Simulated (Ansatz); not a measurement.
# Cd3InO: the cost of one run

Computed with Ansatz 0.2.0 (DFT PBE, scalar-relativistic, plane waves, PAW, unless a step's input says otherwise).

1 further run of the same task is left out (it didn't finish).

## 1. The system as given

It takes space group Pmmm (No. 47, orthorhombic). The conventional cell has a = 4.489 Å, b = 4.615 Å, c = 6.164 Å, α = 90.00°, β = 90.00°, γ = 90.00°. Cd (site symmetry mm2) is surrounded by 3 Cd at 2.31 to 2.58 Å and 2 O at 2.52 Å. Cd (site symmetry mmm) is surrounded by 4 Cd at 2.58 Å. Around In (site symmetry mmm) lie 6 Cd at 3.01 to 3.08 Å. O (site symmetry mmm) has 4 Cd at 2.52 Å as nearest neighbours.

Structure file:

```
Cd In O
1.0
     4.48948    0.00000    0.00000
     0.00000    4.61451    0.00000
     0.00000    0.00000    6.16419
Cd In O
3 1 1
Cartesian
  0.0000 0.0000 1.1561
  0.0000 0.0000 5.0081
  0.0000 2.3073 0.0000
  0.0000 2.3073 3.0821
  2.2447 0.0000 0.0000
```

A structure generator made this guess: random cell by space group and Wyckoff sites (Pmmm, No. 47). The dimensions are guesses.

## 2. Probe: one point on a coarse mesh

The input, input.yaml:

```yaml
crystal:
  lattice:
    - [4.48947597, 0.0, 0.0]
    - [0.0, 4.61450958, 0.0]
    - [0.0, 0.0, 6.16418654]
  atoms:
    - { symbol: Cd, position: [0.0, 0.0, 0.18755477] }
    - { symbol: Cd, position: [0.0, 0.0, 0.81244523] }
    - { symbol: Cd, position: [0.0, 0.5, 0.0] }
    - { symbol: In, position: [0.0, 0.5, 0.5] }
    - { symbol: O, position: [0.5, 0.0, 0.0] }
basis:
  ecutwfc: 420
kpoints:
  mp_grid: { grid: [4, 4, 4] }
hamiltonian:
  xc: pbe
scf:
  occupations: { method: gaussian, width: 0.1 }
  lower_state_search: "off"
output:
  forces: true
  stress: true
  eigenvalues: true
```

On the command line:

```console
> ansatz run input.yaml --threads 1 --pin off --max-ram 2560MiB --backend cpu --events-out ev --progress --plain --runs-dir out
```

**Question.** How long does this run take on 1 thread of Arm Neoverse V2, shared host, and how much memory does it need?

About 9.7 s, with a peak of 0.43 GiB.
